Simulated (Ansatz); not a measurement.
# CH7Al2B: the cost of one run

Method: RKS PBE0/6-31G, in Ansatz 0.2.0.

### Step 1. Starting point

Bond lengths: C1–B2 1.591 Å, B2–Al3 2.105 Å, B2–Al4 2.105 Å, C1–H5 1.097 Å, C1–H6 1.097 Å, C1–H7 1.098 Å, Al3–H8 1.567 Å, Al3–H9 1.575 Å, Al4–H10 1.575 Å, Al4–H11 1.567 Å. Angles (14 of 15 angles, heavy atoms first): C1–B2–Al3 101.7°, C1–B2–Al4 101.8°, Al3–B2–Al4 156.4°, B2–C1–H5 115.8°, B2–C1–H6 115.8°, B2–C1–H7 104.8°, B2–Al3–H8 132.4°, B2–Al3–H9 115.6°, B2–Al4–H10 115.5°, B2–Al4–H11 132.4°, H5–C1–H6 108.4°, H5–C1–H7 105.5°, H6–C1–H7 105.5°, H8–Al3–H9 112.0°.

Coordinates:

```xyz
11

C    -0.3491    1.0964    0.0454
B     0.1941   -0.3978   -0.0056
Al   -0.0392   -1.0052    1.9961
Al    0.6407   -0.6225   -2.0499
H    -0.2627    1.6026    1.0145
H     0.0314    1.7692   -0.7326
H    -1.4274    1.0086   -0.1446
H     0.1122   -2.3963    2.7024
H    -0.4770    0.1240    3.0036
H     0.5028    0.6820   -2.9224
H     1.0741   -1.8611   -2.9069
```

### Step 2. Relaxing end A

The input, input.yaml:

```yaml
crystal:
  periodic: [false, false, false]
  atoms:
    - { symbol: C, position_ang: [-0.3491, 1.09637, 0.04543] }
    - { symbol: B, position_ang: [0.19406, -0.3978, -0.00556] }
    - { symbol: Al, position_ang: [-0.0392, -1.00516, 1.99609] }
    - { symbol: Al, position_ang: [0.64071, -0.62248, -2.04994] }
    - { symbol: H, position_ang: [-0.26269, 1.60261, 1.0145] }
    - { symbol: H, position_ang: [0.03144, 1.76915, -0.73257] }
    - { symbol: H, position_ang: [-1.42737, 1.00863, -0.14461] }
    - { symbol: H, position_ang: [0.11221, -2.39625, 2.70238] }
    - { symbol: H, position_ang: [-0.47697, 0.12401, 3.00356] }
    - { symbol: H, position_ang: [0.50277, 0.68203, -2.92237] }
    - { symbol: H, position_ang: [1.07415, -1.8611, -2.9069] }
basis:
  gaussian: { orbitals: "6-31G" }
hamiltonian:
  xc: pbe0
relax:
  f_tol: 0.015
  max_steps: 40
```

Run with:

```console
ansatz run input.yaml --threads 1 --pin off --max-ram 2048MiB --backend cpu --events-out ev --progress --plain --runs-dir out
```

Q: Estimate wall time and peak memory on 1 thread of Intel Xeon 6975P-C (Granite Rapids), shared host.

About 40 s, with a peak of 0.15 GiB.
